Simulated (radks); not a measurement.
# Sn⁴⁺ in [Kr] 4d10: an all-electron calculation

The task here is to estimate one member of a computed series from the others.

Method: scalar-relativistic Kohn-Sham, SCAN, spin-polarised, spherical densities, finite nucleus. Code: radks (a radial shooting solver on a logarithmic mesh, Libxc functionals) version 1.

### Starting point

```
element            : tin (Z = 50)
charge             : +4
electrons          : 46
configuration      : [Kr] 4d10
nuclear rms radius : 4.6519 fm
```

Outer shells as boxes (Hund's rule):

Sn⁴⁺
```
[Kr] core
4d [↑↓][↑↓][↑↓][↑↓][↑↓]
```

The first run:

Input:

```text
Z 50
configuration [Kr] 4d10 5s0 5p0 4f0 5d0
relativity scalar-relativistic
functional scan,scan
spin polarised
nucleus finite rms 4.6519 fm
c 137.035999084
```

One table of the session follows, with a row left open; its other results are not shown here.

It belongs to the step «Orbitals and density». Radial moments (bohr):

```
level      <r>  outermost maximum (interpolated)  90 % within  nodes
   1s  0.02906                            0.0188       0.0522      0
   2s   0.1254                             0.106        0.194      1
   2p   0.1096                            0.0850        0.178      0
   3s   0.3385                             0.307        0.498      2
   3p   0.3372                             0.301        0.506      1
   3d   0.3146                             0.252        0.495      0
   4s   0.8199                             0.747         1.19      3
   4p   0.8845                             0.790         1.30      2
   4d    1.066                             0.883         1.64      1
   5s    2.033                              1.84         2.91      4
   5p        ?                                 ?            ?      ?
```

**Question.** Estimate the row for 5p.

As computed: <r>: 2.344; outermost maximum (interpolated): 2.12; 90 % within: 3.37; nodes: 3. In the column «<r>» it is the highest.
